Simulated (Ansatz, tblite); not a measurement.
# Si(tBu)Cl3 (C₄H₉Cl₃Si): a ladder of methods and basis sets

The task here is to estimate one member of a computed series from the others.

Method: as each input shows; program: Ansatz 0.2.0, Gaussian basis.

Levels to be run: GFN1-xTB, GFN2-xTB, PBE-D4/def2-TZVP, r2SCAN-D4/def2-TZVP, r2SCAN0-D4/def2-TZVP, CAM-B3LYP-D4/def2-TZVP, PBE-QIDH/def2-TZVP, PBE-D4/def2-SVP, PBE0-D4/def2-SVP, MP2/def2-TZVP, RPA/def2-TZVP.

2 further runs of the same task are left out: 2 set aside as unsound or not needed. Runs told in other sessions of the task aren't counted.

## The geometry

The singlet was relaxed beforehand with PBE-D4/def2-SVP.

17 atoms, charge 0, spin multiplicity 1.

Bond lengths: C1–C2 1.541 Å, C1–C3 1.541 Å, C1–C4 1.541 Å, C1–Si8 1.900 Å, C2–H9 1.111 Å, C2–H10 1.109 Å, C2–H11 1.109 Å, C3–H12 1.109 Å, C3–H13 1.109 Å, C3–H14 1.111 Å, C4–H15 1.109 Å, C4–H16 1.109 Å, C4–H17 1.111 Å, Cl5–Si8 2.076 Å, Cl6–Si8 2.076 Å, Cl7–Si8 2.076 Å. Angles: C2–C1–C3 110.6°, C2–C1–C4 110.6°, C2–C1–Si8 108.3°, C3–C1–C4 110.6°, C3–C1–Si8 108.3°, C4–C1–Si8 108.3°, C1–C2–H9 109.7°, C1–C2–H10 111.7°, C1–C2–H11 111.7°, H9–C2–H10 107.8°, H9–C2–H11 107.8°, H10–C2–H11 108.0°, C1–C3–H12 111.7°, C1–C3–H13 111.7°, C1–C3–H14 109.7°, H12–C3–H13 108.0°, H12–C3–H14 107.8°, H13–C3–H14 107.8° and more.

Geometry (Å):

```mol
C4H9Cl3Si
  3D, bonds by distance, orders not assigned

 17 16  0  0  0  0  0  0  0  0999 V2000
   -0.0004   -0.0006    0.1640 C   0  0
   -1.4589    0.1288    0.6452 C   0  0
    0.8407    1.1942    0.6542 C   0  0
    0.6137   -1.3300    0.6449 C   0  0
    1.9380   -0.1607   -2.4719 Cl  0  0
   -0.8135    1.7670   -2.4714 Cl  0  0
   -1.1073   -1.5797   -2.4843 Cl  0  0
    0.0040    0.0062   -1.7364 Si  0  0
   -1.4878    0.1249    1.7559 H   0  0
   -1.9235    1.0736    0.2975 H   0  0
   -2.0858   -0.7129    0.2873 H   0  0
    0.4250    2.1605    0.3036 H   0  0
    1.8913    1.1270    0.3061 H   0  0
    0.8517    1.2127    1.7652 H   0  0
    1.6583   -1.4509    0.2935 H   0  0
    0.0301   -2.2037    0.2908 H   0  0
    0.6242   -1.3565    1.7557 H   0  0
  1  2  8  0
  1  3  8  0
  1  4  8  0
  1  8  8  0
  2  9  8  0
  2 10  8  0
  2 11  8  0
  3 12  8  0
  3 13  8  0
  3 14  8  0
  4 15  8  0
  4 16  8  0
  4 17  8  0
  5  8  8  0
  6  8  8  0
  7  8  8  0
M  END
```

PBE0-D4/def2-TZVP was run before; its log isn't repeated, and its numbers join the tables.

Set-up of the first run:

Tight binding, by tblite at 300 K electronic temperature and without a spin-polarisation term:

```python
tblite.interface.Calculator('GFN1-xTB', numbers, positions, charge=0, uhf=0).singlepoint()
```

Tight binding, by tblite at 300 K electronic temperature and without a spin-polarisation term:

```python
tblite.interface.Calculator('GFN2-xTB', numbers, positions, charge=0, uhf=0).singlepoint()
```

start.molden holds the orbitals of an earlier run on this state, given as this run's starting guess.

in.yaml reads:

```yaml
crystal:
  periodic: [false, false, false]
  atoms:
    - {symbol: C, position_ang: [-0.000415, -0.000631, 0.164029]}
    - {symbol: C, position_ang: [-1.458918, 0.128802, 0.645159]}
    - {symbol: C, position_ang: [0.840715, 1.194216, 0.654230]}
    - {symbol: C, position_ang: [0.613659, -1.329992, 0.644935]}
    - {symbol: Cl, position_ang: [1.938036, -0.160738, -2.471907]}
    - {symbol: Cl, position_ang: [-0.813465, 1.767021, -2.471429]}
    - {symbol: Cl, position_ang: [-1.107279, -1.579685, -2.484284]}
    - {symbol: Si, position_ang: [0.004033, 0.006150, -1.736386]}
    - {symbol: H, position_ang: [-1.487779, 0.124943, 1.755934]}
    - {symbol: H, position_ang: [-1.923513, 1.073642, 0.297530]}
    - {symbol: H, position_ang: [-2.085761, -0.712885, 0.287267]}
    - {symbol: H, position_ang: [0.425020, 2.160521, 0.303613]}
    - {symbol: H, position_ang: [1.891306, 1.127033, 0.306128]}
    - {symbol: H, position_ang: [0.851722, 1.212694, 1.765183]}
    - {symbol: H, position_ang: [1.658324, -1.450874, 0.293465]}
    - {symbol: H, position_ang: [0.030077, -2.203749, 0.290818]}
    - {symbol: H, position_ang: [0.624219, -1.356467, 1.755725]}
basis:
  gaussian: {orbitals: def2-TZVP, initial_orbitals: start.molden}
hamiltonian: {xc: pbe, dispersion: d4}
scf: {omitted_lower_state_checks: [starts]}
output: {forces: true, orbitals: {seedname: orbitals}}
```

Launch:

```
ansatz run in.yaml --threads 4 --pin off --events-out ev --progress --plain --max-ram 4787MiB
```

Steps of the session up to this table: PBE-D4/def2-TZVP; r2SCAN-D4/def2-TZVP; r2SCAN0-D4/def2-TZVP; CAM-B3LYP-D4/def2-TZVP; PBE-QIDH/def2-TZVP; PBE-D4/def2-SVP; PBE0-D4/def2-SVP; MP2/def2-TZVP; RPA/def2-TZVP.

One table of the session follows, with a row left open; its other results are not shown here.

It belongs to the step «Binding energy». 

| level | binding an atom (eV) |
| --- | --- |
| HF/def2-TZVP | 2.997 |
| PBE-D4/def2-SVP | 4.073 |
| PBE-D4/def2-TZVP | ? |
| r2SCAN-D4/def2-TZVP | 3.996 |
| PBE0-D4/def2-SVP | 4.031 |
| PBE0-D4/def2-TZVP | 4.005 |
| r2SCAN0-D4/def2-TZVP | 3.956 |
| CAM-B3LYP-D4/def2-TZVP | 3.971 |
| MP2/def2-TZVP | 3.916 |

Q: Estimate the row for PBE-D4/def2-TZVP from the others.

The run gave: binding an atom (eV): 4.048. In the column «binding an atom (eV)» it lies between PBE0-D4/def2-SVP (4.031) and PBE-D4/def2-SVP (4.073).

To keep in mind: Free atoms were run apart at each level; binding is atoms less cluster, divided by the number of atoms, without zero-point or spin-orbit terms.
